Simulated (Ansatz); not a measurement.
## AlH5N2O, SMILES [NH2][Al]([NH2])[OH]: a polarisability from point charges, step by step

Program: Ansatz 0.2.0 through its Python package.

The cells in order, each with its output:

In [1]:
```python
import warnings

import ansatz as az
import numpy as np
```

In [2]:
```python
BASIS_SET = "def2-SVPD"
METHOD = "MP2"

warnings.simplefilter("ignore", az.DeckWarning)
```

In [3]:
```python
geometry_ang = [
    ("N", (-0.2139, 1.3902, -1.1776)),
    ("Al", (-0.1051, 0.0, 0.0637)),
    ("N", (1.3447, -1.1998, -0.0593)),
    ("O", (-1.2914, -0.2042, 1.3721)),
    ("H", (-0.3706, 0.9926, -2.15)),
    ("H", (-1.1582, 1.9427, -0.9746)),
    ("H", (1.8909, -1.1642, 0.8819)),
    ("H", (1.0167, -2.1443, -0.1506)),
    ("H", (-1.0246, 0.3408, 2.1773)),
]
mol = az.Crystal.molecule()
for symbol, xyz in geometry_ang:
    mol = mol.atom(symbol, xyz)

job = mol.calculation().basis(gaussian=BASIS_SET).correlation(METHOD).forces()
# charges +q and -q at -R and +R make a nearly even field 2 k q / R^2 at the centre
centre = np.mean([site.position_ang for site in mol.cartesian_sites], axis=0)
field = 2 * 14.399645 * 3.0 / 40.0 ** 2
```

In [4]:
```python
def dipole(axis, sign):
    arm = 40.0 * np.eye(3)[axis]
    pair = [{"charge": sign * 3.0, "position_ang": (centre - arm).tolist()}, {"charge": -sign * 3.0, "position_ang": (centre + arm).tolist()}]
    deck = job.input().set(az.key.basis.gaussian.point_charges, pair)
    return np.array(az.Session.from_dict(deck).plan().execute().report["charge_distribution"]["dipole_moment_e_ang"])


print(f"field {field:.4f} V/A")
alpha = np.array([(dipole(axis, 1) - dipole(axis, -1)) / (2 * field) * 14.399645 for axis in range(3)])
print("polarisability tensor (A^3)")
print(np.array2string(alpha, precision=3, suppress_small=True))
print(f"mean {np.trace(alpha) / 3:.3f} A^3 = {np.trace(alpha) / 3 / 0.14818471:.2f} bohr^3")
```
```text
field 0.0540 V/A
polarisability tensor (A^3)
[[ 7.366 -0.473 -0.315]
 [-0.473  7.457 -0.571]
 [-0.316 -0.57   7.321]]
mean 7.381 A^3 = 49.81 bohr^3
```

The geometry is a force-field or estimated start, not a minimum of this method, and the basis set is short of its limit. The field of two point charges is only nearly even. Wall time of the script: 29 s on 1 thread of Arm Neoverse V2, with other jobs on the host, peak memory 0.41 GiB.

(Lines on the test bed's own set-up are left out of the output.)
